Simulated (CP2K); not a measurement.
# SiPH2SCl (SMILES Cl[SiH]1PS1), run twice

Aim: energy and forces of SiPH2SCl at PM3.

Program for the calculation: CP2K 2026.2.

4 further runs of the same task are left out: 1 that didn't finish, 3 set aside as unsound or not needed.

## (1) The structure to begin with

SiPH2SCl has 6 atoms, charge 0, and is taken as a singlet. SMILES: `Cl[SiH]1PS1`. Geometry: relaxed at GFN2-xTB.

Bond lengths: Cl1–Si2 2.004 Å, Si2–P3 2.230 Å, Si2–S4 2.147 Å, P3–S4 2.159 Å, Si2–H5 1.447 Å, P3–H6 1.403 Å. Angles: Cl1–Si2–P3 123.4°, Cl1–Si2–S4 117.5°, P3–Si2–S4 59.1°, Si2–P3–S4 58.6°, Si2–S4–P3 62.4°, Cl1–Si2–H5 114.3°, P3–Si2–H5 117.5°, S4–Si2–H5 112.8°, Si2–P3–H6 94.8°, S4–P3–H6 97.1°.

## (2) The input as first written

File gas.inp:

```
&GLOBAL
    PROJECT gas
    RUN_TYPE ENERGY_FORCE
    PRINT_LEVEL MEDIUM
&END GLOBAL
&FORCE_EVAL
    METHOD QUICKSTEP
    &DFT
        &QS
            METHOD PM3
            EPS_DEFAULT 1.0E-10
            &SE
                &COULOMB
                    CUTOFF [angstrom] 50
                    RC_RANGE [angstrom] 0
                &END COULOMB
                &EXCHANGE
                    CUTOFF [angstrom] 50
                    RC_RANGE [angstrom] 0
                &END EXCHANGE
            &END SE
        &END QS
        &POISSON
            PERIODIC NONE
            POISSON_SOLVER ANALYTIC
        &END POISSON
        &SCF
            SCF_GUESS ATOMIC
            EPS_SCF 1.0E-06
            MAX_SCF 4
            ADDED_MOS 4
            &DIAGONALIZATION
                ALGORITHM STANDARD
            &END DIAGONALIZATION
            &MIXING
                METHOD DIRECT_P_MIXING
                ALPHA 0.4
            &END MIXING
        &END SCF
        &PRINT
            &MOMENTS
                PERIODIC F
                REFERENCE COM
                MAX_MOMENT 1
            &END MOMENTS
            &MO ON
                ENERGIES T
                OCCUPATION_NUMBERS T
                NDIGITS 6
                &EACH
                    QS_SCF 0
                &END EACH
                ADD_LAST NUMERIC
            &END MO
            &HIRSHFELD OFF
            &END HIRSHFELD
        &END PRINT
    &END DFT
    &SUBSYS
        &CELL
            ABC 10.8 10.7 11.8
            PERIODIC NONE
        &END CELL
        &COORD
            UNIT bohr
            Cl    -3.2919974     1.8413869    -2.0740878
            Si     0.1220763     0.3821404    -1.3291956
            P      1.6358981    -0.0995130     2.5733723
            S      0.2549807    -3.2763694     0.4189901
            H      1.9306387     0.6520311    -3.3626354
            H     -0.6515965     0.5003239     3.7735563
        &END COORD
        &TOPOLOGY
            &CENTER_COORDINATES
            &END CENTER_COORDINATES
        &END TOPOLOGY
    &END SUBSYS
    &PRINT
        &FORCES ON
        &END FORCES
    &END PRINT
&END FORCE_EVAL
```

Run with:

```bash
$ OMP_NUM_THREADS=1 cp2k.psmp gas.inp > gas.out
```

The log of the run:

```text
CP2K| version string:                                       CP2K version 2026.2
 CP2K| Input file name                                                   gas.inp

[... 182 lines left out ...]
  Step     Update method      Time    Convergence         Total energy    Change
[... 13 lines left out ...]
  Total energy [eV]:                                         -705.00348729264317

  Atomic reference energy [eV]:                               727.17519181964860
  Heat of formation [kcal/mol]:                               511.29169326928695

 *******************************************************************************
 *   ___                                                                       *
 *  /   \                                                                      *
 * [ABORT]                                                                     *
 *  \___/     SCF run NOT converged. To continue the calculation regardless,   *
 *    |             please set the keyword IGNORE_CONVERGENCE_FAILURE.         *
 *  O/|                                                                        *
 * /| |                                                                        *
 * / \                                                            qs_scf.F:702 *
 *******************************************************************************

 ===== Routine Calling Stack =====

            4 scf_env_do_scf
            3 qs_energies
            2 qs_forces
            1 CP2K
```

It took 0.8 s on 1 thread of Intel Xeon 6975P-C (Granite Rapids), shared host; peak memory 0.18 GiB.

## (3) Reading the log

The run stopped without converging.

The telling line is `\___/     SCF run NOT converged. To continue the calculation regardless,`. What is wrong: few scf steps. Among its listed settings the sound run differs in this, and the input shows the rest: iteration cap 150 in place of 4.

## (4) Try two

File molecule.inp:

```
&GLOBAL
 PROJECT_NAME molecule
 RUN_TYPE ENERGY_FORCE
 PRINT_LEVEL MEDIUM
&END GLOBAL

&FORCE_EVAL
 METHOD Quickstep
 &DFT
  # Quickstep
  &QS
   METHOD PM3
   EPS_DEFAULT 1.0E-10
   &SE
    &COULOMB
     CUTOFF [angstrom] 50
     RC_RANGE [angstrom] 0
    &END COULOMB
    &EXCHANGE
     CUTOFF [angstrom] 50
     RC_RANGE [angstrom] 0
    &END EXCHANGE
   &END SE
  &END QS
  &POISSON
   PERIODIC NONE
   POISSON_SOLVER ANALYTIC
  &END POISSON
  &SCF
   SCF_GUESS ATOMIC
   EPS_SCF 1.0E-06
   MAX_SCF 150
   ADDED_MOS 4
   &DIAGONALIZATION
    ALGORITHM STANDARD
   &END DIAGONALIZATION
   &MIXING
    METHOD DIRECT_P_MIXING
    ALPHA 0.4
   &END MIXING
  &END SCF
  &PRINT
   &MOMENTS
    PERIODIC F
    REFERENCE COM
    MAX_MOMENT 1
   &END MOMENTS
   &MO ON
    ENERGIES T
    OCCUPATION_NUMBERS T
    NDIGITS 6
    &EACH
     QS_SCF 0
    &END EACH
    ADD_LAST NUMERIC
   &END MO
   &HIRSHFELD OFF
   &END HIRSHFELD
  &END PRINT
 &END DFT
 &SUBSYS
  # vacuum box
  &CELL
   ABC 10.8 10.7 11.8
   PERIODIC NONE
  &END CELL
  &COORD
   UNIT bohr
   Cl    -3.2919974     1.8413869    -2.0740878
   Si     0.1220763     0.3821404    -1.3291956
   P      1.6358981    -0.0995130     2.5733723
   S      0.2549807    -3.2763694     0.4189901
   H      1.9306387     0.6520311    -3.3626354
   H     -0.6515965     0.5003239     3.7735563
  &END COORD
  &TOPOLOGY
   &CENTER_COORDINATES
   &END CENTER_COORDINATES
  &END TOPOLOGY
 &END SUBSYS
 # extra output
 &PRINT
  &FORCES ON
  &END FORCES
 &END PRINT
&END FORCE_EVAL
```

Run with:

```bash
$ OMP_NUM_THREADS=1 cp2k.psmp molecule.inp > molecule.out
```

The log of the run:

```text
CP2K| version string:                                       CP2K version 2026.2
[...]
 GLOBAL| Method name                                                        CP2K
[...]
 GLOBAL| Run type                                                   ENERGY_FORCE
[...]
                             - Atoms:                                          6
[...]
                             - Spherical basis functions:                     18
[...]
 Number of electrons:                                                         24
[...]
     1 P_Mix/Diag. 0.40E+00    0.0     0.79922469       -23.5221382895 -2.35E+01
[...]
    25 DIIS/Diag.  0.78E-07    0.0     0.00000035       -26.7460321935 -1.90E-12
  *** SCF run converged in    25 steps ***
  Core-core repulsion energy [eV]:                           1022.62188311628836
  Core Hamiltonian energy [eV]:                             -1087.82496362199208
  Two-electron integral energy [eV]:                        -1325.18693630451003
  Electronic energy [eV]:                                   -1750.41843177424721
  Total energy [eV]:                                         -727.79654865795885
  Atomic reference energy [eV]:                               727.17519181964860
  Heat of formation [kcal/mol]:                               -14.32883022580019
[...]
 SE_DIPOLE| Moment [Debye]         -0.28897590      -2.68053626       0.60471231
 SE_DIPOLE| Derivative [a.u.]       0.00000000       0.00000000       0.00000000
 ENERGY| Total FORCE_EVAL ( QS ) energy [hartree]            -26.746032193530226
 FORCES| Atomic forces [hartree/bohr]
 FORCES|   Atom     x               y               z               |f|
 FORCES|      1 -8.04683633E-03  5.77831547E-03 -3.53184031E-03   1.05173381E-02
 FORCES|      2  3.18056006E-03  2.44552788E-03 -1.02874279E-02   1.10420895E-02
 FORCES|      3 -7.15901284E-03  9.34793375E-03  1.79593309E-02   2.14749365E-02
 FORCES|      4 -1.96718106E-03 -2.30952012E-02  8.27916050E-04   2.31936104E-02
 FORCES|      5  3.14534161E-03  5.40343087E-03 -7.60117309E-03   9.84215787E-03
 FORCES|      6  1.08471286E-02  1.19993207E-04  2.63319432E-03   1.11628092E-02
 FORCES| Sum    -3.05311332E-16 -4.99600361E-16 -1.66533454E-16
 FORCES| Total atomic force                                       6.08727296E-16
[...]
```

It took 0.97 s on 1 thread of Intel Xeon 6975P-C (Granite Rapids), shared host; peak memory 0.18 GiB.

## (5) Summary of results

Level: PM3.

| quantity | value |
| --- | --- |
| total energy | -26.74603 Eh |
| dipole moment | 2.76 D |
| HOMO energy | -9.09 eV |
| LUMO energy | -2.80 eV |
| HOMO–LUMO gap | 6.29 eV |
| heat of formation at this unrelaxed shape | -14.3 kcal/mol |
| largest force on an atom | 1.193 eV/Å |

What this shows: The largest force is 1.19 eV/Å: the shape isn't a stationary point for this species at this level.
